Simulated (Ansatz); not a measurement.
The system is AlSn.

```
CELL_PARAMETERS angstrom
4.19811 0.00000 0.00000
-2.09905 3.63567 0.00000
0.00000 0.00000 3.30685
ATOMIC_POSITIONS crystal
Sn 0.33333 0.66667 0.50000
Al 0.00000 0.00000 0.00000
```

The cell comes from a database or a generator and needn't be the stable form of this composition.

* Program: Ansatz 0.2.0
* Task: relaxation of cell and atoms
* Functional: HSE03
* Potentials or basis: Ansatz PAW
* Cutoff: 420 eV (not typed: the program's choice for these potentials)
* k mesh: 4 × 4 × 4
* Occupations: fermi-dirac, width 0.05 eV
* Spin: no spin polarisation

At the start: volume 25.24 Å³/atom.

Problem. Where does the relaxation end?

Solution. It ends after 6 steps and the volume is 24.40 Å³/atom (-3.3 %); space group P-6m2 (No. 187, to 0.05 Å).

The path:
| step | energy change (eV) | largest force (eV/Å) | volume (Å³) |
| --- | --- | --- | --- |
| 1 | 0.0000 | 0.0000 | 50.47 |
| 2 | -0.1588 | 0.0000 | 50.58 |
| 3 | -0.1886 | 0.0000 | 48.98 |
| 4 | -0.1889 | 0.0000 | 48.87 |
| 5 | -0.1889 | 0.0000 | 48.81 |
| 6 | -0.1890 | 0.0000 | 48.81 |

Final structure:
```
CELL_PARAMETERS angstrom
4.00298 0.00000 0.00000
-2.00149 3.46669 0.00000
0.00000 0.00000 3.51729
ATOMIC_POSITIONS crystal
Sn 0.33333 0.66667 0.50000
Al 0.00000 0.00000 0.00000
```

Caveat: the k mesh is coarse (spacing up to 0.48 Å⁻¹), so the values aren't converged, least of all with exact exchange; the plane-wave basis is chosen anew once the cell has moved, so the energies of steps on either side of that aren't comparable; the PAW data sets come from PBE, with cores solved anew for the run's functional, which leaves a small shift of forces and pressure.
